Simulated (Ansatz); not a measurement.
# Ta2F: the cost of one run

Program: Ansatz 0.2.0. Level of theory: DFT PBE, scalar-relativistic, plane waves, PAW. These are calculated values, not measurements.

1 further run of the same task is left out (it didn't finish).

**1. The starting structure**

It takes space group P-3m1 (No. 164, trigonal). The conventional cell has a = 2.930 Å, b = 2.930 Å, c = 4.969 Å, α = 90.00°, β = 90.00°, γ = 120.00°. Around Ta (site symmetry 3m) lie 3 F at 2.08 Å. F (site symmetry -3m) is surrounded by 6 Ta at 2.08 Å.

As a file:

```cif
data_structure
_symmetry_space_group_name_H-M 'P 1'
_symmetry_Int_Tables_number 1
_cell_length_a 2.9298
_cell_length_b 2.9298
_cell_length_c 4.9693
_cell_angle_alpha 90.000
_cell_angle_beta 90.000
_cell_angle_gamma 120.000
_cell_volume 36.94
loop_
_atom_site_label
_atom_site_type_symbol
_atom_site_fract_x
_atom_site_fract_y
_atom_site_fract_z
_atom_site_occupancy
Ta1 Ta 0.33333 0.66667 0.75716 1
Ta2 Ta 0.66667 0.33333 0.24284 1
F1 F 0.00000 0.00000 0.00000 1
```

Recipe of the guess: close-packed metal layers stacked AB|A, with sites between them filled layer by layer (P-3m1, No. 164). Its size is a rough estimate.

**2. A first look at the guess**

input.yaml

```yaml
crystal:
  lattice:
    - [2.92975702, 0.0, 0.0]
    - [-1.46487851, 2.537244, 0.0]
    - [0.0, 0.0, 4.96928524]
  atoms:
    - { symbol: Ta, position: [0.33333333, 0.66666667, 0.75715636] }
    - { symbol: Ta, position: [0.66666667, 0.33333333, 0.24284364] }
    - { symbol: F, position: [0.0, 0.0, 0.0] }
basis:
  ecutwfc: 420
kpoints:
  mp_grid: { grid: [6, 6, 4] }
hamiltonian:
  xc: pbe
scf:
  occupations: { method: gaussian, width: 0.1 }
  lower_state_search: "off"
output:
  forces: true
  stress: true
  eigenvalues: true
```

Launch:

```bash
ansatz run input.yaml --threads 1 --pin off --max-ram 2048MiB --backend cpu --events-out ev --progress --plain --runs-dir out
```

What time and memory should one allow on 1 thread of Arm Neoverse V2, shared host?

About 1.2 s, with a peak of 0.28 GiB.
